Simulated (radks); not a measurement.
# Fractional charge and spin in the 5d shell of iridium

One table from this session's results is given with a row withheld; the runs are named, their logs left out.

Method: scalar-relativistic Kohn-Sham, r2SCAN, spin-polarised, spherical densities, finite nucleus. Code: radks (a radial shooting solver on a logarithmic mesh, Libxc functionals) version 1.

### What is computed

```
element            : iridium (Z = 77)
configuration      : [Xe] 4f14 6s2 5d(up 5, down 2)
nuclear rms radius : 5.4032 fm
```

A shell typed twice in an input gives spin up, then spin down.

The first run:

Input:

```text
Z 77
configuration [Xe] 4f14 6s2 5d5 5d2
relativity scalar-relativistic
functional r2scan,r2scan
spin polarised
nucleus finite rms 5.4032 fm
c 137.035999084
```

Among the steps run: 5d: up 5, down 2.

One table of the session follows, with a row left open; its other results are not shown here.

It belongs to the step «5d: up 5, down 2». Radial moments (bohr):

| level | <r> | outermost maximum (interpolated) | 90 % within | nodes |
| --- | --- | --- | --- | --- |
| 4f up | 0.5360 | 0.396 | 0.870 | 0 |
| 4f down | 0.5342 | 0.396 | 0.865 | 0 |
| 5p up | 1.139 | 1.01 | 1.66 | 3 |
| 5p down | 1.131 | 1.00 | 1.65 | 3 |
| 5d up | ? | ? | ? | ? |
| 6s up | 2.803 | 2.36 | 4.16 | 5 |
| 6s down | 3.000 | 2.48 | 4.49 | 5 |
| 5d down | 1.752 | 1.29 | 2.82 | 2 |

Estimate the missing values for 5d up.

As computed: <r>: 1.689; outermost maximum (interpolated): 1.30; 90 % within: 2.65; nodes: 2. In the column «<r>» it lies between 5p up (1.139) and 5d down (1.752).
